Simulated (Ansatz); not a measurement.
# C₄H₂F₄: one species, many methods

An exercise on one series of results from a longer session: the logs are not shown, and one member is left open.

Method: functionals in def2-TZVPP, the program's frozen cores in correlated methods; program: Ansatz 0.2.0, Gaussian basis.

The runs, in order: LDA (SPW92), PBE-D4, revPBE-D4, BLYP-D4, r2SCAN-D4, B97M-V, PBE0-D4, B3LYP-D4, r2SCANh-D4, r2SCAN0-D4, HSE06-D4, BHLYP-D4, CAM-B3LYP-D4, LC-ωPBE, ωB97X-V, ωB97M-V, B2PLYP, PBE-QIDH; CCSD(T)/def2-SVP; CCSD(T)/def2-TZVPP; MP2/def2-QZVPP; extrapolation to the limit; RPA on PBE.

**The geometry**

An earlier PBE0-D4 in a triple-zeta def2 set relaxation fixed the geometry.

SMILES `FCC#CC(F)(F)F`, 10 atoms, charge 0, spin multiplicity 1.

Atoms are counted from 1 here; the program's logs count them from 0.

Bond lengths: F1–C2 1.375 Å, C2–C3 1.453 Å, C2–H9 1.094 Å, C2–H10 1.094 Å, C3–C4 1.198 Å, C4–C5 1.460 Å, C5–F6 1.335 Å, C5–F7 1.335 Å, C5–F8 1.336 Å. Angles: F1–C2–C3 111.1°, F1–C2–H9 108.5°, F1–C2–H10 108.5°, C3–C2–H9 109.9°, C3–C2–H10 109.9°, H9–C2–H10 108.8°, C2–C3–C4 179.1°, C3–C4–C5 180.0°, C4–C5–F6 111.4°, C4–C5–F7 111.4°, C4–C5–F8 110.8°, F6–C5–F7 107.6°, F6–C5–F8 107.7°, F7–C5–F8 107.7°.

Set-up of the first run:

in.yaml

```yaml
crystal:
  periodic: [false, false, false]
  atoms:
    - {symbol: F, position_ang: [1.880915, -1.587570, 1.493928]}
    - {symbol: C, position_ang: [1.788739, -0.298002, 1.025607]}
    - {symbol: C, position_ang: [0.543263, -0.090405, 0.307305]}
    - {symbol: C, position_ang: [-0.478849, 0.098371, -0.287991]}
    - {symbol: C, position_ang: [-1.724954, 0.328069, -1.013457]}
    - {symbol: F, position_ang: [-2.787687, 0.161826, -0.222632]}
    - {symbol: F, position_ang: [-1.852364, -0.513539, -2.041884]}
    - {symbol: F, position_ang: [-1.770486, 1.572171, -1.498389]}
    - {symbol: H, position_ang: [1.846289, 0.385898, 1.878095]}
    - {symbol: H, position_ang: [2.638335, -0.107918, 0.362417]}
basis:
  gaussian: {orbitals: def2-TZVPP}
hamiltonian: {xc: lda}
output: {orbitals: {seedname: orbitals}}
```

Launch:

```console
$ ansatz run in.yaml --threads 4 --pin off --events-out ev --progress --plain --max-ram 11315MiB
```

Steps of the session up to this table: LDA; PBE-D4 (GGA); revPBE-D4 (GGA); BLYP-D4 (GGA); r2SCAN-D4 (meta-GGA); B97M-V (meta-GGA); PBE0-D4 (hybrid); B3LYP-D4 (hybrid); r2SCANh-D4 (hybrid); r2SCAN0-D4 (hybrid); HSE06-D4 (hybrid); BHLYP-D4 (hybrid); CAM-B3LYP-D4 (range-separated); LC-ωPBE (range-separated); ωB97X-V (range-separated); ωB97M-V (range-separated); B2PLYP (double hybrid); PBE-QIDH (double hybrid).

One table of the session follows, with a row left open; its other results are not shown here.

It belongs to the step «Orbital energies across the functionals». 

| functional | HOMO (eV) | gap (eV) |
| --- | --- | --- |
| LDA (SPW92) | -7.80 | 5.61 |
| PBE-D4 | -7.60 | 5.73 |
| revPBE-D4 | -7.52 | 5.77 |
| BLYP-D4 | ? | ? |
| r2SCAN-D4 | -7.88 | 6.25 |
| B97M-V | -7.90 | 6.39 |
| PBE0-D4 | -8.96 | 8.11 |
| B3LYP-D4 | -8.74 | 7.63 |
| r2SCANh-D4 | -8.39 | 7.12 |
| r2SCAN0-D4 | -9.15 | 8.43 |
| HSE06-D4 | -8.56 | 7.32 |
| BHLYP-D4 | -10.19 | 10.45 |
| CAM-B3LYP-D4 | -10.38 | 10.66 |
| LC-ωPBE | -11.77 | 13.28 |
| ωB97X-V | -11.36 | 12.79 |
| ωB97M-V | -11.23 | 12.54 |

**Question.** Estimate the row for BLYP-D4.

Worked estimate for «HOMO (eV)». Against the share of exact exchange, B3LYP-D4 (0.2, -8.74), BHLYP-D4 (0.5, -10.19) give a slope of -4.83 per unit share; at 0 the line stands at -7.77.

**Answer.** HOMO (eV): -7.48; gap (eV): 5.74. In «HOMO (eV)» the line misses by -0.29.
